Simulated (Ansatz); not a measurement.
**MoSCl₄: how energies converge with the basis set**

One table from this session's results is given with a row withheld; the runs are named, their logs left out.

Computed with Ansatz 0.2.0, Gaussian basis. Level: one geometry, several basis sets.

Plan: PBE0-D4/def2-SVP; ωB97M-V/def2-SVP; PBE0-D4/def2-QZVPP; ωB97M-V/def2-QZVPP; the functionals' def2-TZVPP values are taken from earlier runs.

1 further run of the same task is left out (for a known fault of the program). Runs told in other sessions of the task aren't counted.

### The relaxed structure

The geometry comes from an earlier relaxation with PBE0-D4 in a triple-zeta def2 set; it is a stationary point. Mo takes the def2 core potential; no spin-orbit term is included.

SMILES `[S]=[Mo]([Cl])([Cl])([Cl])[Cl]`, 6 atoms, charge 0, spin multiplicity 1.

Atoms are counted from 1 here; the program's logs count them from 0.

Bond lengths: S1–Mo2 2.054 Å, Mo2–Cl3 2.277 Å, Mo2–Cl4 2.277 Å, Mo2–Cl5 2.277 Å, Mo2–Cl6 2.277 Å. Angles: S1–Mo2–Cl3 104.5°, S1–Mo2–Cl4 104.5°, S1–Mo2–Cl5 104.5°, S1–Mo2–Cl6 104.5°, Cl3–Mo2–Cl4 86.4°, Cl3–Mo2–Cl5 151.1°, Cl3–Mo2–Cl6 86.4°, Cl4–Mo2–Cl5 86.4°, Cl4–Mo2–Cl6 151.0°, Cl5–Mo2–Cl6 86.4°.

The first run:

Contents of in.yaml:

```yaml
crystal:
  periodic: [false, false, false]
  atoms:
    - {symbol: S, position_ang: [-2.076969, -0.097052, 0.145984]}
    - {symbol: Mo, position_ang: [-0.029866, -0.012199, -0.004969]}
    - {symbol: Cl, position_ang: [0.722962, -1.079337, 1.859908]}
    - {symbol: Cl, position_ang: [0.535934, -1.902190, -1.141212]}
    - {symbol: Cl, position_ang: [0.351391, 1.101956, -1.953456]}
    - {symbol: Cl, position_ang: [0.538648, 1.924822, 1.047645]}
basis:
  gaussian: {orbitals: def2-SVP}
hamiltonian: {xc: pbe0, dispersion: d4}
output: {orbitals: {seedname: orbitals}}
```

Launch:

```
$ ansatz run in.yaml --threads 4 --pin off --events-out ev --progress --plain --max-ram 11315MiB
```

Among the steps run: PBE0-D4 in def2-SVP; ωB97M-V in def2-SVP; PBE0-D4 in def2-QZVPP; ωB97M-V in def2-QZVPP.

One of the session's tables, all rows but one given; the rest of the session is left out.

It belongs to the step «Density functionals: the series». 

```
functional       basis  HOMO (eV)  LUMO (eV)
   PBE0-D4    def2-SVP      -8.67      -5.20
   PBE0-D4  def2-TZVPP      -8.65      -5.15
   PBE0-D4  def2-QZVPP      -8.66      -5.13
   ωB97M-V    def2-SVP     -10.76      -3.17
   ωB97M-V  def2-TZVPP     -10.79      -3.17
   ωB97M-V  def2-QZVPP          ?          ?
```

Estimate the missing values for ωB97M-V, def2-QZVPP.

The run gave: HOMO (eV): -10.81; LUMO (eV): -3.16. In the column «HOMO (eV)» it is the lowest.
